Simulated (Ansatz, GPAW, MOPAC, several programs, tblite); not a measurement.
What each method gives for WOTe (Janus 2H monolayer)

WOTe (Janus 2H monolayer), relaxed with r2SCAN in Ansatz, was computed with several methods. The sheet's in-plane cell has a = 3.173 Å, b = 3.173 Å (γ = 120.0°), and its outermost atoms lie 3.02 Å apart along the normal. W has 3 O at 2.12 Å and 3 Te at 2.68 Å; O has 3 W at 2.12 Å; Te has 3 W at 2.68 Å and 6 Te at 3.17 Å. The structure was generated, not taken from experiment, and needn't be the ground state; spin polarisation is off.

```xyz
3
Lattice="3.1730 0.0000 0.0000 -1.5865 2.7479 0.0000 0.0000 0.0000 30.6455" Properties=species:S:1:pos:R:3 pbc="T T F"
W     0.0000    1.8319    9.2975
O     1.5865    0.9160   10.3615
Te    1.5865    0.9160    7.3410
```
Periodic in the plane only; c spans the vacuum.

Gaps and times are for a single point on this cell. Times are rough, from shared hosts (Arm Neoverse N1), and each method has its own mesh and cell size. A dagger marks a closed or tiny gap in a crystal that DFT finds insulating: a failure of the method or a wrong SCF state. PM6 (MOPAC): levels, charges or heat of formation failed a check of plausibility, so no values are given. PM6 (MOPAC), PM7 (MOPAC), GFN1-xTB (tblite), GFN2-xTB (tblite) treat a cluster of cells at its zone centre, which samples few k points: where these miss a band edge, the gap comes out too large for that reason alone. Gaps from k meshes are read at a limited set of points (mesh, symmetry points, PBE's band edges), so each method's own least gap may be somewhat smaller. xTB and the PM methods were fitted mostly to molecules, and can miss a solid's gap by electronvolts. Minimal bases can be far off for gaps. GLLB-SC's gap includes the derivative discontinuity. d marks a direct gap, i an indirect one (no mark: not told apart), a dash a value that wasn't computed or didn't pass its checks.

```
                              method              kind  gap (eV)  atoms computed  processor time
                   GFN1-xTB (tblite)     tight binding      0.74              27           1.6 s
                   GFN2-xTB (tblite)     tight binding     0.20†              27           2.5 s
light PBE (260 eV and a coarse mesh)  light plane-wave    0.73 i               3           7.7 s
                         PM6 (MOPAC)    semi-empirical         –              27            14 s
                         PM7 (MOPAC)    semi-empirical      4.45              27            19 s
              PBE/single zeta (GPAW)       small basis    0.29 i               3            22 s
                                 PBE         semilocal    0.73 i               3            28 s
                              r2SCAN         semilocal    0.86 i               3            70 s
                      GLLB-SC (GPAW)   model potential      1.20               3         2.1 min
```

Against r2SCAN (0.86 eV) and with closed or daggered gaps left aside, the nearest gap at the points sampled is that of GFN1-xTB (tblite) (-0.12 eV) and the farthest that of PM7 (MOPAC) (+3.59 eV). r2SCAN is only a yardstick of convenience: semilocal gaps usually lie below measured ones, which GLLB-SC and hybrids aim to mend.

Spin-orbit coupling is left out, which matters wherever the heavy atoms make up the band edges.
